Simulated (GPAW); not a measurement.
Crystal: GaGe.

```xyz
2
Lattice="0.0000 2.8978 2.8978 2.8978 0.0000 2.8978 2.8978 2.8978 0.0000" Properties=species:S:1:pos:R:3 pbc="T T T"
Ge    0.0000    0.0000    0.0000
Ga    1.4489    1.4489    1.4489
```

The cell comes from a database or a generator and needn't be the stable form of this composition.

* Program: GPAW 26.7.0
* Task: relaxation of cell and atoms
* Functional: PBEsol
* Dispersion: D3
* Potentials or basis: PAW data sets generated in the run's folder for this functional
* Cutoff: 600 eV
* Basis: pw
* k mesh: 8 × 8 × 8
* Occupations: fermi-dirac, width 0.05 eV
* Spin: no spin polarisation

At the start: pressure -2.6 GPa; volume 24.33 Å³/atom.

Problem. How do energy, volume and symmetry change on relaxing?

Solution. Over 4 steps the energy falls by 9.8 meV/atom and the volume is 23.16 Å³/atom (-4.8 %); space group F-43m (No. 216, to 0.05 Å).

Step by step:
```
step  energy change (eV)  largest force (eV/Å)  pressure (GPa)  volume (Å³)
   1              0.0000                0.0000           -2.58        48.67
   2             -0.0060                0.0000           -2.18        48.26
   3             -0.0195                0.0000            0.17        46.19
   4             -0.0196                0.0000           -0.01        46.33
```

Final structure:
```yaml
crystal:
  lattice:
    - [0.00000, 2.85064, 2.85064]
    - [2.85064, 0.00000, 2.85064]
    - [2.85064, 2.85064, 0.00000]
  atoms:
    - { symbol: Ge, position: [0.00000, 0.00000, 0.00000] }
    - { symbol: Ga, position: [0.25000, 0.25000, 0.25000] }
```

Caveat: later steps reuse the first step's grids; pairwise dispersion overbinds metals, which lowers pressure and volume.
